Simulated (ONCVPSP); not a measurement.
# Pseudopotential generation for Si: ONCV, PBEsol

Aim: build the potential from the settings below, then test how well it stands in for the atom: other configurations, scattering, ghost states and the plane-wave cutoff that it needs.

Program: ONCVPSP 4.0.1. Reference atom: PBEsol, scalar-relativistic, spherical and spin-unpolarised. All values are calculated.

## (1) The atom and the settings

The settings as typed:

| Item | Value |
| --- | --- |
| element | silicon (Si, Z = 14) |
| type | optimised norm-conserving Vanderbilt (ONCV) |
| frozen core | [Ne] |
| valence charge | 4 |
| reference configuration | 3s2 3p2 |
| partial waves | 3s: rc 1.65 bohr, ncon 4, nbas 7, qcut 3.1 1/bohr, 3 projectors, debl 2 Ha; 3p: rc 2.10 bohr, ncon 5, nbas 8, qcut 4.1 1/bohr, 3 projectors, debl 1.2 Ha |
| local potential | polynomial inside 1.65 bohr (lpopt 3, dvloc0 2 Ha) |
| core correction | Teter function, fcfact 5, rcfact 1.6 |

The outer shells as boxes (Hund's rule for the drawing; the calculation is spin-unpolarised):

```
[Ne] core
3s [↑↓]
3p [↑ ][↑ ][  ]
```

An earlier all-electron run gives the scale for the radii.

All-electron outer shells of the reference configuration (PBEsol, scalar-relativistic, ld1.x):

| shell | level (eV) | outermost node (bohr) | outermost maximum (bohr) |
| --- | --- | --- | --- |
| 2s | -139.13 | 0.15 | 0.45 |
| 2p | -95.42 | – | 0.39 |
| 3s | -10.77 | 0.72 | 1.80 |
| 3p | -4.06 | 0.72 | 2.17 |

## (2) Generating the potential

The input, Si.dat:

```
# ATOM AND REFERENCE CONFIGURATION
# atsym  z   nc   nv     iexc    psfile
  Si 14.00    3    2  -116133      upf
#
#   n    l    f
    1    0    2.00
    2    0    2.00
    2    1    6.00
    3    0    2.00
    3    1    2.00
#
# PSEUDOPOTENTIAL AND OPTIMIZATION
# lmax
    1
#
#   l,   rc,      ep,       ncon, nbas, qcut
    0    1.65    0.00    4    7    3.10
    1    2.10    0.00    5    8    4.10
#
# LOCAL POTENTIAL
# lloc, lpopt,  rc(5),   dvloc0
    4    3    1.65    2.00
#
# VANDERBILT-KLEINMAN-BYLANDER PROJECTORs
# l, nproj, debl
    0    3    2.00
    1    3    1.20
#
# MODEL CORE CHARGE
# icmod, fcfact, rcfact
    3    5.00    1.60
#
# LOG DERIVATIVE ANALYSIS
# epsh1, epsh2, depsh
   -2.00    5.00    0.02
#
# OUTPUT GRID
# rlmax, drl
    6.00    0.01
#
# TEST CONFIGURATIONS
# ncnf
    4
# nvcnf
#   n    l    f
    2
    3    0    2.00
    3    1    1.00
#
    2
    3    0    2.00
    3    1    0.00
#
    2
    3    0    1.00
    3    1    0.00
#
    2
    3    0    1.00
    3    1    3.00
#
```

Launch:

```console
$ oncvpsp.x < Si.dat > Si.out
```

Output in Si.out (without the consistency checks and plot data):

```text
ONCVPSP  (Optimized Norm-Conservinng Vanderbilt PSeudopotential)
scalar-relativistic version 4.0.1

#   n    l    f        energy (Ha)
    1    0    2.00    -6.5499530E+01
    2    0    2.00    -5.1128559E+00
    2    1    6.00    -3.5067963E+00
    3    0    2.00    -3.9574212E-01
    3    1    2.00    -1.4909905E-01

Reference configufation results
  iterations    28
  all-electron total energy (Ha)   -2.89298588D+02

Begin loop to  construct optimized pseudo wave functions
and semi-local pseudopoentials for all angular momenta

   Wellstate for l =  0  n =  5
     eigenvalue =   1.6043
     asymptotic potential =   2.1043
     half-point radius =  4.2856

   Wellstate for l =  0  n =  5
     eigenvalue =   3.6043
     asymptotic potential =   4.1043
     half-point radius =  2.9291

Calculating optimized projector #   1

 for l=   0

    Fraction of norm inside rc  0.290712
    Optimizing pswf for qcut=   3.09 a_B^-1,  ecut=   4.77 Ha
    Residual kinetic energy error=  1.03D-02 Ha

    Energy error per electron        Cutoff
         Ha          eV             Ha
         0.01000     0.27211        4.77
         0.00100     0.02721       17.49
         0.00010     0.00272       38.86
         0.00001     0.00027       46.01

Calculating optimized projector #   2

 for l=   0

    Fraction of norm inside rc  0.105741
    Optimizing pswf for qcut=   3.09 a_B^-1,  ecut=   4.77 Ha
    Residual kinetic energy error=  3.98D-02 Ha

    Energy error per electron        Cutoff
         Ha          eV             Ha
         0.01000     0.27211        6.57
         0.00100     0.02721       28.63
         0.00010     0.00272       59.78
         0.00001     0.00027       70.28

Calculating optimized projector #   3

 for l=   0

    Fraction of norm inside rc  0.112989
    Optimizing pswf for qcut=   3.09 a_B^-1,  ecut=   4.77 Ha
    Residual kinetic energy error=  2.24D-01 Ha

    Energy error per electron        Cutoff
         Ha          eV             Ha
         0.01000     0.27211       19.59
         0.00100     0.02721       55.52
         0.00010     0.00272       79.67
         0.00001     0.00027       88.95

   Wellstate for l =  1  n =  4
     eigenvalue =   1.0509
     asymptotic potential =   1.5509
     half-point radius =  3.4925

   Wellstate for l =  1  n =  5
     eigenvalue =   2.2509
     asymptotic potential =   2.7509
     half-point radius =  3.8728

Calculating optimized projector #   1

 for l=   1

    Fraction of norm inside rc  0.319158
    Optimizing pswf for qcut=   4.10 a_B^-1,  ecut=   8.42 Ha
    Residual kinetic energy error=  8.64D-05 Ha

    Energy error per electron        Cutoff
         Ha          eV             Ha
         0.01000     0.27211        2.05
         0.00100     0.02721        3.30
         0.00010     0.00272        8.19
         0.00001     0.00027       29.07

Calculating optimized projector #   2

 for l=   1

    Fraction of norm inside rc  0.278641
    Optimizing pswf for qcut=   4.10 a_B^-1,  ecut=   8.42 Ha
    Residual kinetic energy error=  3.80D-04 Ha

    Energy error per electron        Cutoff
         Ha          eV             Ha
         0.01000     0.27211        3.68
         0.00100     0.02721        6.48
         0.00010     0.00272       45.20
         0.00001     0.00027       57.48

Calculating optimized projector #   3

 for l=   1

    Fraction of norm inside rc  0.154015
    Optimizing pswf for qcut=   4.10 a_B^-1,  ecut=   8.42 Ha
    Residual kinetic energy error=  4.07D-03 Ha

    Energy error per electron        Cutoff
         Ha          eV             Ha
         0.01000     0.27211        5.48
         0.00100     0.02721       21.62
         0.00010     0.00272       58.37
         0.00001     0.00027       72.64

Construct Vanderbilt / Kleinmman-Bylander projectors

B matrix Hermiticity error, ll=   0
   1   2   -7.9988E-05
   1   3   -1.9505E-04
   2   3   -8.7458E-05

  Orthonormal projector coefficients -6.6417E+01  3.9923E+00  6.9225E-01

B matrix Hermiticity error, ll=   1
   1   2    4.9110E-05
   1   3   -7.6408E-05
   2   3    6.0147E-05

  Orthonormal projector coefficients -4.8372E+01  1.4242E+00  2.5532E-01

Model core correction analysis
  based on d2Exc/dn_idn_j

d2excae - all-electron derivatives

   -3.665995D-02   -2.823324D-02
   -2.823480D-02   -2.737743D-02

d2excps - pseudofunction derivatives with no core correction

   -3.943047D-02   -2.968201D-02
   -2.968475D-02   -2.813503D-02

rms 2nd derivative error    1.764299E-03

rmatch, rhocmatch    1.1982    0.6710

Teter function model core charge with specified parameters

d2excps - pseudofunction derivatives with core correction

   -3.184480D-02   -2.581600D-02
   -2.581596D-02   -2.620873D-02

rms 2nd derivative error    3.010209E-03

Pseudoatom total energy   -3.791796

Diagnostic tests using Vanderbilt-Kleinman-Bylander pseudopotentials
  1 or more projectors used as specified by nproj input data

   l    rcore       rmatch      e in        delta e   norm test  slope test

   0   1.6550661   1.7053175  -0.3957421  -0.0000015   1.0000249   0.9999932
   0   1.6550661   1.7053175   1.6042579   0.0000027   1.0001632   1.0001632
   0   1.6550661   1.7053175   3.6042579   0.0000252   1.0002318   1.0002318

   1   2.1024931   2.1663293  -0.1490990  -0.0000001   1.0000170   1.0003525
   1   2.1024931   2.1663293   1.0509009   0.0000003   1.0001036   1.0001036
   1   2.1024931   2.1663293   2.2509009   0.0000199   1.0001342   1.0001342

 Testing for bound ghosts
   n   l    E NL Schr. Eq   E Basis Diag.   E Cutoff

       0                      -29.832748     95.02  WARNING - GHOST(-)
   1   0       -0.395744       -0.385462     95.02

       1                      -20.613495     89.00  WARNING - GHOST(-)
   2   1       -0.149099       -0.140351     89.00

 Testing for highly-localized positive-energy ghosts
       l    <radius>/rc     E Basis Diag.   E Cutoff

       0        0.305419       30.053334     95.02  WARNING - GHOST(+)

       1        0.713156       31.618822     89.00  WARNING - GHOST(+)

Test configuration 0

   n   l     f        eae           eps        diff
   1   0  2.0000  -65.49952994
   2   0  2.0000   -5.11285586
   2   1  6.0000   -3.50679635
   3   0  2.0000   -0.39574212   -0.39574362   -1.49D-06
   3   1  2.0000   -0.14909905   -0.14909912   -6.95D-08

    Total energies and differences
      AE_ref= -2.89298588D+02  AE_tst= -2.89298588D+02  dif=  0.00D+00
      PS_ref= -3.79179593D+00  PS_tst= -3.79179593D+00  dif= -1.33D-15
      PSP excitation error=  1.33D-15

Test configuration 1

   n   l     f        eae           eps        diff
   1   0  2.0000  -65.85509005
   2   0  2.0000   -5.46168358
   2   1  6.0000   -3.85617563
   3   0  2.0000   -0.69776342   -0.69786555   -1.02D-04
   3   1  1.0000   -0.42727566   -0.42710479    1.71D-04

    Total energies and differences
      AE_ref= -2.89298588D+02  AE_tst= -2.89015148D+02  dif=  2.83D-01
      PS_ref= -3.79179593D+00  PS_tst= -3.50843097D+00  dif=  2.83D-01
      PSP excitation error=  7.55D-05

Test configuration 2

   n   l     f        eae           eps        diff
   1   0  2.0000  -66.30401442
   2   0  2.0000   -5.89530211
   2   1  6.0000   -4.29091652
   3   0  2.0000   -1.04697095   -1.04857342   -1.60D-03

    Total energies and differences
      AE_ref= -2.89298588D+02  AE_tst= -2.88428498D+02  dif=  8.70D-01
      PS_ref= -3.79179593D+00  PS_tst= -2.92171975D+00  dif=  8.70D-01
      PSP excitation error=  1.44D-05

Test configuration 3

   n   l     f        eae           eps        diff
   1   0  2.0000  -66.88270714
   2   0  2.0000   -6.44913824
   2   1  6.0000   -4.84567748
   3   0  1.0000   -1.44638062   -1.45842716   -1.20D-02

    Total energies and differences
      AE_ref= -2.89298588D+02  AE_tst= -2.87182718D+02  dif=  2.12D+00
      PS_ref= -3.79179593D+00  PS_tst= -1.67016400D+00  dif=  2.12D+00
      PSP excitation error= -5.76D-03

Test configuration 4

   n   l     f        eae           eps        diff
   1   0  2.0000  -65.56205181
   2   0  2.0000   -5.17372984
   2   1  6.0000   -3.56720371
   3   0  1.0000   -0.42323957   -0.42392341   -6.84D-04
   3   1  3.0000   -0.17070856   -0.17085244   -1.44D-04

    Total energies and differences
      AE_ref= -2.89298588D+02  AE_tst= -2.89048937D+02  dif=  2.50D-01
      PS_ref= -3.79179593D+00  PS_tst= -3.54187115D+00  dif=  2.50D-01
      PSP excitation error= -2.74D-04
```

Wall time 2.6 s (1 thread of Intel Xeon 6975P-C, shared host).

Partial waves on a coarse radial grid (AE all-electron, PS pseudo):

| r (bohr) | 3p AE | 3p PS | 3s AE | 3s PS |
| --- | --- | --- | --- | --- |
| 0.105 | -0.1082 | 0.0039 | 0.1119 | 0.0247 |
| 0.210 | -0.2221 | 0.0158 | -0.1533 | 0.0533 |
| 0.315 | -0.2594 | 0.0355 | -0.3134 | 0.0874 |
| 0.420 | -0.2323 | 0.0627 | -0.3317 | 0.1264 |
| 0.525 | -0.1655 | 0.0967 | -0.2538 | 0.1684 |
| 0.630 | -0.0785 | 0.1364 | -0.1257 | 0.2125 |
| 0.735 | 0.0157 | 0.1803 | 0.0207 | 0.2603 |
| 0.840 | 0.1092 | 0.2274 | 0.1657 | 0.3145 |
| 0.945 | 0.1972 | 0.2765 | 0.2984 | 0.3772 |
| 1.050 | 0.2773 | 0.3267 | 0.4134 | 0.4474 |
| 1.155 | 0.3485 | 0.3768 | 0.5092 | 0.5200 |
| 1.260 | 0.4106 | 0.4253 | 0.5861 | 0.5880 |
| 1.365 | 0.4637 | 0.4705 | 0.6453 | 0.6452 |
| 1.470 | 0.5081 | 0.5109 | 0.6882 | 0.6881 |
| 1.575 | 0.5442 | 0.5451 | 0.7165 | 0.7165 |
| 1.680 | 0.5725 | 0.5728 | 0.7322 | 0.7321 |
| 1.785 | 0.5938 | 0.5939 | 0.7371 | 0.7371 |
| 1.890 | 0.6088 | 0.6088 | 0.7330 | 0.7330 |
| 1.995 | 0.6182 | 0.6182 | 0.7217 | 0.7217 |
| 2.100 | 0.6227 | 0.6227 | 0.7046 | 0.7046 |
| 2.205 | 0.6230 | 0.6230 | 0.6830 | 0.6830 |
| 2.310 | 0.6197 | 0.6196 | 0.6580 | 0.6580 |
| 2.415 | 0.6132 | 0.6132 | 0.6306 | 0.6306 |
| 2.520 | 0.6042 | 0.6041 | 0.6016 | 0.6016 |
| 2.625 | 0.5930 | 0.5929 | 0.5716 | 0.5716 |
| 2.730 | 0.5800 | 0.5800 | 0.5411 | 0.5411 |

Densities times 4π (e/bohr³); a dash where the program caps the true core:

```
r (bohr)  pseudo valence  true core  model core
   0.105          0.1137          –       3.323
   0.315          0.1794          –        3.08
   0.525          0.2737          –       2.642
   0.735          0.3711          –       2.094
   0.945          0.4899       3.34       1.526
   1.155          0.6181     0.8841       1.018
   1.365          0.6845     0.2339      0.6163
   1.575          0.6535    0.06294      0.3346
   1.785          0.5624    0.01716        0.16
   1.995          0.4538   0.004743     0.06559
   2.205          0.3516   0.001327     0.02193
   2.415          0.2653  0.0003757     0.00542
   2.625          0.1969  0.0001074   0.0007524
```

## (3) The configuration tests of the same run

Excitation and ionisation energies from 3s2 3p2, with the error of the potential.

```csv
valence configuration,charge,ΔE all-electron (eV),error AE − PS (meV)
3s2 3p1,+1,7.713,+2.1
3s2 3p0,+2,23.676,+0.4
3s1 3p0,+3,57.576,-157
3s1 3p3,0,6.793,-7.5
```

## (4) Does it scatter like the atom?

Taken from the files of the generation run. The phase is arctan(r·R′/R) of the radial function R, unwrapped, with energies in Ha. A pole is an energy at which the radial function vanishes at the test radius. The pseudo phase is shifted by a multiple of π to meet the all-electron one at the reference energy. Levels narrower than the energy grid can be missing from the poles. The last column is the largest difference on the grid between −0.5 and +0.5 Ha.

| channel | radius (bohr) | reference (Ha) | poles AE | poles PS | window around the reference with phases within 0.05 rad (Ha) | largest difference near zero (rad) |
| --- | --- | --- | --- | --- | --- | --- |
| s | 1.67 | -0.40 | 2.36 | 2.36 | the whole range | 0.000 |
| p | 2.13 | -0.15 | 1.18 | 1.18 | the whole range | 0.000 |

Phases (rad) along the scan:

```
E (Ha)    s AE    s PS    p AE    p PS
 -1.98   0.954   0.952   1.210   1.210
 -1.62   0.792   0.790   1.140   1.140
 -1.26   0.519   0.518   1.022   1.022
 -0.90   0.071   0.071   0.783   0.783
 -0.54  -0.471  -0.471   0.201   0.201
 -0.18  -0.878  -0.878  -0.706  -0.706
  0.18  -1.120  -1.120  -1.182  -1.182
  0.54  -1.267  -1.267  -1.389  -1.389
  0.90  -1.364  -1.364  -1.505  -1.505
  1.26  -1.434  -1.434  -1.589  -1.589
  1.62  -1.487  -1.487  -1.663  -1.663
  1.98  -1.531  -1.531  -1.746  -1.746
  2.34  -1.569  -1.569  -1.867  -1.867
  2.70  -1.604  -1.604  -2.109  -2.109
  3.06  -1.638  -1.638  -2.818  -2.821
  3.42  -1.673  -1.673  -3.902  -3.906
  3.78  -1.713  -1.713  -4.304  -4.308
  4.14  -1.759  -1.759  -4.460  -4.464
  4.50  -1.819  -1.820  -4.542  -4.547
  4.86  -1.903  -1.905  -4.595  -4.600
```

## (5) Convergence and ghost test

Read off the output, the cutoffs (Ha) at which the residual kinetic energy of the hardest occupied pseudo-wave falls to 1 and 0.1 mHa per electron: 17 Ha and 39 Ha.

The program's own ghost test: GHOST(-) flagged for s at -811.8 eV, p at -560.9 eV; GHOST(+) flagged for s at 817.8 eV, p at 860.4 eV.

Cutoff (Ha) at which the first wave of each channel reaches a given error (Ha per electron):

| error | s | p |
| --- | --- | --- |
| 1.0e-02 | 4.8 | 2.1 |
| 3.2e-03 | 7.6 | 2.6 |
| 1.0e-03 | 17.5 | 3.3 |
| 3.2e-04 | 33.6 | 5.3 |
| 1.0e-04 | 38.9 | 8.2 |
| 3.2e-05 | 42.6 | 14.0 |
| 1.0e-05 | 46.0 | 29.1 |

## (6) Summary of results

```
                                                quantity                             value
  cutoffs for 1 and 0.1 mHa per electron, occupied waves                   17 Ha and 39 Ha
                                            bound ghosts  s at -811.79 eV, p at -560.92 eV
                                          GHOST(+) flags          s at 818 eV, p at 860 eV
                            largest test error (AE − PS)             -157 meV, for 3s1 3p0
largest phase difference near zero energy, channels read                         0.000 rad
 rms error of d²Exc/dn², without and with the model core                 1.76 and 3.01 mHa
```

**Reading.** A bound ghost (s, p) makes it unfit for use: electrons can fall into a state that the atom doesn't have. By total energies transferability is fair for so large an energy: the largest error is 157 meV on 57.6 eV, for 3s1 3p0. That test lies far up in energy; among those under 40 eV, nearer to bonding, the largest error is 7.5 meV. It counts as soft on the atom at that tolerance, with 17 Ha needed at the looser tolerance. At the looser tolerance the 3s wave is the slowest; 3p needs 3 Ha. Near zero energy the phases of the channels with partial waves agree within 0.001 rad. The program also flags highly localised states, GHOST(+) (s, p). These are tests on the free atom; a crystal test is still owed.
